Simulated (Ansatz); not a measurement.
# BH3OS2Si: one species, many methods

The task here is to estimate one member of a computed series from the others.

The runs use Ansatz 0.2.0, Gaussian basis; functionals in def2-TZVPP, the program's frozen cores in correlated methods.

Plan: LDA (SPW92), PBE-D4, revPBE-D4, BLYP-D4, r2SCAN-D4, B97M-V, PBE0-D4, B3LYP-D4, r2SCANh-D4, r2SCAN0-D4, HSE06-D4, BHLYP-D4, CAM-B3LYP-D4, LC-ωPBE, ωB97X-V, ωB97M-V, B2PLYP, PBE-QIDH; CCSD(T)/def2-SVP; CCSD(T)/def2-TZVPP; MP2/def2-QZVPP; extrapolation to the limit; RPA on PBE.

## Structure used throughout

The geometry comes from an earlier relaxation with PBE0-D4 in a triple-zeta def2 set; it is a stationary point, not always the lowest conformer.

8 atoms, charge 0, spin multiplicity 1.

Atoms are counted from 1 here; the program's logs count them from 0.

Bond lengths: O1–B2 1.347 Å, O1–H6 0.962 Å, B2–Si3 2.011 Å, B2–H7 1.200 Å, Si3–S4 2.113 Å, Si3–S5 2.113 Å, Si3–H8 1.483 Å, S4–S5 2.129 Å. Angles: B2–O1–H6 114.0°, O1–B2–Si3 119.5°, O1–B2–H7 121.7°, Si3–B2–H7 118.8°, B2–Si3–S4 113.9°, B2–Si3–S5 113.9°, B2–Si3–H8 121.9°, S4–Si3–S5 60.5°, S4–Si3–H8 115.7°, S5–Si3–H8 115.7°, Si3–S4–S5 59.7°, Si3–S5–S4 59.8°.

Geometry (Å):

```xyz
8

O     0.36633    0.87481    1.81978
B     0.26002    0.78753    0.48015
Si   -0.27268   -0.96124   -0.35872
S    -1.42869   -0.75105   -2.11545
S     0.62079   -1.31509   -2.24098
H     0.62551    1.74629    2.13524
H     0.47556    1.72874   -0.23285
H    -0.55463   -2.16709    0.45692
```

Set-up of the first run:

The input, in.yaml:

```yaml
crystal:
  periodic: [false, false, false]
  atoms:
    - {symbol: O, position_ang: [0.366326, 0.874812, 1.819777]}
    - {symbol: B, position_ang: [0.260017, 0.787528, 0.480148]}
    - {symbol: Si, position_ang: [-0.272682, -0.961241, -0.358716]}
    - {symbol: S, position_ang: [-1.428692, -0.751047, -2.115450]}
    - {symbol: S, position_ang: [0.620789, -1.315089, -2.240979]}
    - {symbol: H, position_ang: [0.625506, 1.746286, 2.135245]}
    - {symbol: H, position_ang: [0.475562, 1.728738, -0.232847]}
    - {symbol: H, position_ang: [-0.554626, -2.167086, 0.456922]}
basis:
  gaussian: {orbitals: def2-TZVPP}
hamiltonian: {xc: lda}
output: {orbitals: {seedname: orbitals}}
```

Run with:

```console
ansatz run in.yaml --threads 2 --pin off --events-out ev --progress --plain --max-ram 4352MiB
```

Steps of the session up to this table: LDA; PBE-D4 (GGA); revPBE-D4 (GGA); BLYP-D4 (GGA); r2SCAN-D4 (meta-GGA); B97M-V (meta-GGA); PBE0-D4 (hybrid); B3LYP-D4 (hybrid); r2SCANh-D4 (hybrid); r2SCAN0-D4 (hybrid); HSE06-D4 (hybrid); BHLYP-D4 (hybrid); CAM-B3LYP-D4 (range-separated); LC-ωPBE (range-separated); ωB97X-V (range-separated); ωB97M-V (range-separated); B2PLYP (double hybrid); PBE-QIDH (double hybrid).

One table of the session follows, with a row left open; its other results are not shown here.

It belongs to the step «Orbital energies across the functionals». 

| functional | HOMO (eV) | LUMO (eV) | gap (eV) |
| --- | --- | --- | --- |
| LDA (SPW92) | -5.17 | -3.02 | 2.15 |
| PBE-D4 | -5.04 | -2.79 | 2.25 |
| revPBE-D4 | -4.99 | -2.70 | 2.29 |
| BLYP-D4 | -4.85 | -2.62 | 2.23 |
| r2SCAN-D4 | -5.26 | -2.62 | 2.64 |
| B97M-V | -5.33 | -2.64 | 2.69 |
| PBE0-D4 | -6.17 | -1.95 | 4.22 |
| B3LYP-D4 | -5.92 | -2.13 | 3.80 |
| r2SCANh-D4 | -5.68 | -2.32 | 3.37 |
| r2SCAN0-D4 | -6.32 | -1.86 | 4.46 |
| HSE06-D4 | -5.78 | -2.33 | 3.45 |
| BHLYP-D4 | -7.16 | -0.99 | 6.17 |
| CAM-B3LYP-D4 | -7.41 | -0.87 | 6.54 |
| LC-ωPBE | -8.78 | 0.23 | 9.01 |
| ωB97X-V | ? | ? | ? |
| ωB97M-V | -8.26 | -0.04 | 8.22 |

**Question.** Estimate the row for ωB97X-V.

**Answer.** HOMO (eV): -8.43; LUMO (eV): 0.15; gap (eV): 8.58. In the column «HOMO (eV)» it lies between LC-ωPBE (-8.78) and ωB97M-V (-8.26).
